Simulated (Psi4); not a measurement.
# BHLYP/6-31G(d) (spherical functions) run of Si3NH9 (SMILES [SiH3]N([SiH3])[SiH3])

Aim: the vertical ionisation energy of Si3NH9 at BHLYP/6-31G* (spherical functions), from 2 runs. 

The calculation is run with Psi4 1.11.

1 further run of the same task is left out (set aside as unsound or not needed).

### 1 The system as given

Si3NH9 has 13 atoms, charge 0, and is taken as a singlet. SMILES: `[SiH3]N([SiH3])[SiH3]`. The coordinates come from a PBE0-D4/def2-TZVP relaxation.

Bond lengths: Si1–N2 1.735 Å, N2–Si3 1.735 Å, N2–Si4 1.735 Å, Si1–H5 1.488 Å, Si1–H6 1.487 Å, Si1–H7 1.487 Å, Si3–H8 1.487 Å, Si3–H9 1.487 Å, Si3–H10 1.488 Å, Si4–H11 1.487 Å, Si4–H12 1.488 Å, Si4–H13 1.487 Å. Some angles: Si1–N2–Si3 120.0°, Si1–N2–Si4 120.0°, Si3–N2–Si4 120.0°, N2–Si1–H5 107.2°, N2–Si1–H6 111.4°, N2–Si1–H7 111.4°, N2–Si3–H8 111.4°, N2–Si3–H9 111.4°, N2–Si3–H10 107.2°, N2–Si4–H11 111.4°.

### 2 The energy at BHLYP/6-31G(d) (spherical functions)

File calc.py:

```python
import psi4

psi4.set_memory('1600 MB')
psi4.set_num_threads(1)
psi4.core.set_output_file('psi4.out', False)

geom = psi4.geometry("""
0 1
Si    -0.519450     1.440730    -0.815850
N     -0.000690    -0.000090     0.000350
Si     0.784860     0.112060     1.543580
Si    -0.265590    -1.552910    -0.727470
H     -1.148110     1.019270    -2.096710
H     -1.512750     2.195720    -0.007190
H      0.625850     2.343510    -1.105390
H      0.020170    -0.607680     2.596110
H      2.158120    -0.455830     1.496860
H      0.862760     1.555850     1.894200
H     -1.713780    -1.813530    -0.940290
H      0.285610    -2.575110     0.202450
H      0.422990    -1.661990    -2.040670
symmetry c1
no_reorient
no_com
""")

options = {'basis': '6-31G*', 'puream': True, 'e_convergence': 1e-09, 'd_convergence': 1e-08, 'scf_type': 'pk', 'dft_radial_points': 99, 'dft_spherical_points': 590}
psi4.set_options(options)

e_tot = psi4.energy("bhhlyp")
print(f'bhhlyp energy: {e_tot:.10f} Eh')
```

On the command line:

```sh
$ python calc.py
```

psi4.out:

```text
[...]
  Running in c1 symmetry.
[...]
  Nuclear repulsion =  292.486262553161453
[...]
  Multiplicity = 1
[...]
  Nalpha       = 29
  Nbeta        = 29
[...]
    Number of basis functions: 86
[...]
   @RKS iter   1:  -928.39735448267652   -4.50294e-01   7.42354e-03 DIIS/ADIIS
[...]
   @RKS iter   9:  -928.59075414437780   -1.81899e-12   1.69943e-09 DIIS
[...]
    Orbital Energies [Eh]
    ---------------------
    Doubly Occupied:
       1A    -67.153344     2A    -67.153339     3A    -67.153333
       4A    -14.783929     5A     -5.621998     6A     -5.621993
       7A     -5.621986     8A     -3.885377     9A     -3.885360
      10A     -3.885355    11A     -3.884658    12A     -3.884652
      13A     -3.884647    14A     -3.884169    15A     -3.884159
      16A     -3.884154    17A     -0.957598    18A     -0.637762
      19A     -0.637756    20A     -0.572494    21A     -0.467590
      22A     -0.467582    23A     -0.456528    24A     -0.405355
      25A     -0.405328    26A     -0.399488    27A     -0.399476
      28A     -0.391904    29A     -0.318946
[...]
  @RKS Final Energy:  -928.59075414437780
   => Energetics <=
    Nuclear Repulsion Energy =            292.4862625531614526
    One-Electron Energy =               -1866.0288845857212436
    Two-Electron Energy =                 682.5859421688215889
    DFT Exchange-Correlation Energy =     -37.6340742806395099
    Empirical Dispersion Energy =           0.0000000000000000
    VV10 Nonlocal Energy =                  0.0000000000000000
    Total Energy =                       -928.5907541443777973
[...]
 Multipole Moments:
 ------------------------------------------------------------------------------------
     Multipole            Electronic (a.u.)      Nuclear  (a.u.)        Total (a.u.)
 ------------------------------------------------------------------------------------
 L = 1.  Multiply by 2.5417464519 to convert [e a0] to [Debye]
 Dipole X            :          0.0126059           -0.0122643            0.0003416
 Dipole Y            :          0.0038267           -0.0039684           -0.0001417
 Dipole Z            :         -0.0100627            0.0103179            0.0002552
 Magnitude           :                                                    0.0004494
[...]
```

On the terminal:

```text
bhhlyp energy: -928.5907541444 Eh
```

Run time: 18 s. Hardware: 1 thread of Intel Xeon 6975P-C (Granite Rapids), shared host; peak memory 0.86 GiB.

### 3 The doublet cation, same level

File job.json:

```json
{
 "schema_name": "qcschema_input",
 "schema_version": 1,
 "molecule": {
  "schema_name": "qcschema_molecule",
  "schema_version": 2,
  "symbols": ["Si", "N", "Si", "Si", "H", "H", "H", "H", "H", "H", "H", "H", "H"],
  "geometry": [-0.98161824, 2.72258512, -1.54173306, -0.00130391, -0.00017008, 0.0006614, 1.48317045, 0.21176271, 2.91694345, -0.50189236, -2.9345746, -1.37471906, -2.16961346, 1.92614115, -3.96220766, -2.8586832, 4.14930945, -0.01358713, 1.1826851, 4.42859207, -2.08888436, 0.03811578, -1.14834877, 4.90593689, 4.07825574, -0.86139386, 2.82865545, 1.63038011, 2.94013039, 3.57951923, -3.23857484, -3.42707502, -1.77689058, 0.53972468, -4.86625264, 0.38257505, 0.79933525, -3.14070592, -3.85630741],
  "molecular_charge": 1,
  "molecular_multiplicity": 2,
  "fix_symmetry": "c1",
  "fix_com": true,
  "fix_orientation": true
 },
 "driver": "energy",
 "model": {
  "method": "bhhlyp",
  "basis": "6-31G*"
 },
 "keywords": {
  "reference": "uks",
  "puream": true,
  "e_convergence": 1e-09,
  "d_convergence": 1e-08,
  "scf_type": "pk",
  "dft_radial_points": 99,
  "dft_spherical_points": 590,
  "maxiter": 100,
  "scf_properties": ["MULLIKEN_CHARGES", "MAYER_INDICES", "DIPOLE"]
 }
}
```

On the command line:

```sh
$ psi4 --qcschema job.json -n 1 --memory 1600MB
```

stdout, cut to the lines that bear on the results:

```text
[...]
  Running in c1 symmetry.
[...]
  Nuclear repulsion =  292.486262596805659
[...]
  Multiplicity = 2
[...]
  Nalpha       = 29
  Nbeta        = 28
[...]
    Number of basis functions: 86
[...]
   @UKS iter   1:  -928.11182187962117   -1.64761e-01   5.67490e-03 ADIIS/DIIS
[...]
   @UKS iter  12:  -928.24508127849674   -6.59384e-12   6.20992e-09 DIIS
[...]
   @S^2 Observed:                7.607507989E-01
[...]
  @UKS Final Energy:  -928.24508127849674
   => Energetics <=
    Nuclear Repulsion Energy =            292.4862625968056591
    One-Electron Energy =               -1853.8410100841720123
    Two-Electron Energy =                 670.5738616088520985
    DFT Exchange-Correlation Energy =     -37.4641953999825503
    Empirical Dispersion Energy =           0.0000000000000000
    VV10 Nonlocal Energy =                  0.0000000000000000
    Total Energy =                       -928.2450812784967411
[...]
 Multipole Moments:
 ------------------------------------------------------------------------------------
     Multipole            Electronic (a.u.)      Nuclear  (a.u.)        Total (a.u.)
 ------------------------------------------------------------------------------------
 L = 1.  Multiply by 2.5417464519 to convert [e a0] to [Debye]
 Dipole X            :          0.0121694           -0.0122643           -0.0000949
 Dipole Y            :          0.0036471           -0.0039685           -0.0003214
 Dipole Z            :         -0.0100321            0.0103179            0.0002858
 Magnitude           :                                                    0.0004404
[...]
  Mulliken Charges: (a.u.)
   Center  Symbol    Alpha    Beta     Spin     Total
       1    SI     6.66951  6.74961 -0.08010  0.58089
       2     N     4.22138  3.40972  0.81166 -0.63109
       3    SI     6.66951  6.74960 -0.08009  0.58088
       4    SI     6.66950  6.74963 -0.08013  0.58087
       5     H     0.52194  0.52368 -0.00173 -0.04562
       6     H     0.53402  0.46177  0.07225  0.00421
       7     H     0.53407  0.46171  0.07236  0.00422
       8     H     0.53401  0.46183  0.07218  0.00416
       9     H     0.53407  0.46167  0.07240  0.00427
      10     H     0.52195  0.52368 -0.00173 -0.04563
      11     H     0.53408  0.46164  0.07244  0.00428
[...]
```

The result, in JSON:

```text
{
 "driver": "energy",
 "model": {
  "method": "bhhlyp",
  "basis": "6-31G*"
 },
 "success": true,
 "return_result": -928.2450812784967,
 "properties": {
  "calcinfo_nbasis": 86,
  "calcinfo_nmo": 86,
  "calcinfo_nalpha": 29,
  "calcinfo_nbeta": 28,
  "calcinfo_natom": 13,
  "nuclear_repulsion_energy": 292.48626259680566,
  "return_energy": -928.2450812784967,
  "scf_one_electron_energy": -1853.841010084172,
  "scf_two_electron_energy": 670.5738616088521,
  "scf_xc_energy": -37.46419539998255,
  "scf_dipole_moment": [-9.491863475807882e-05, -0.0003213843777525316, 0.0002858154143303704],
  "scf_total_energy": -928.2450812784967,
  "scf_iterations": 12
 }
}
```

Run time: 35 s. Hardware: 1 thread of Intel Xeon 6975P-C (Granite Rapids), shared host; peak memory 0.86 GiB.

### 4 Summary of results

At BHLYP/6-31G* (spherical functions):

```
                                          quantity          value
                      singlet Si3NH9: total energy  -928.59075 Eh
                     singlet Si3NH9: dipole moment         0.00 D
                       singlet Si3NH9: HOMO energy       -8.68 eV
                       singlet Si3NH9: LUMO energy        0.99 eV
                     singlet Si3NH9: HOMO–LUMO gap        9.67 eV
                      doublet cation: total energy  -928.24508 Eh
doublet cation: HOMO energy (highest over α and β)      -15.56 eV
 doublet cation: LUMO energy (lowest over α and β)      -10.15 eV
                              doublet cation: ⟨S²⟩          0.761
vertical ionisation energy (to the doublet cation)       9.406 eV
```

What this shows: Removing an electron at fixed nuclei costs 9.41 eV (908 kJ/mol). The negative HOMO energy of the first species, 8.68 eV, lies 0.73 eV below that difference.
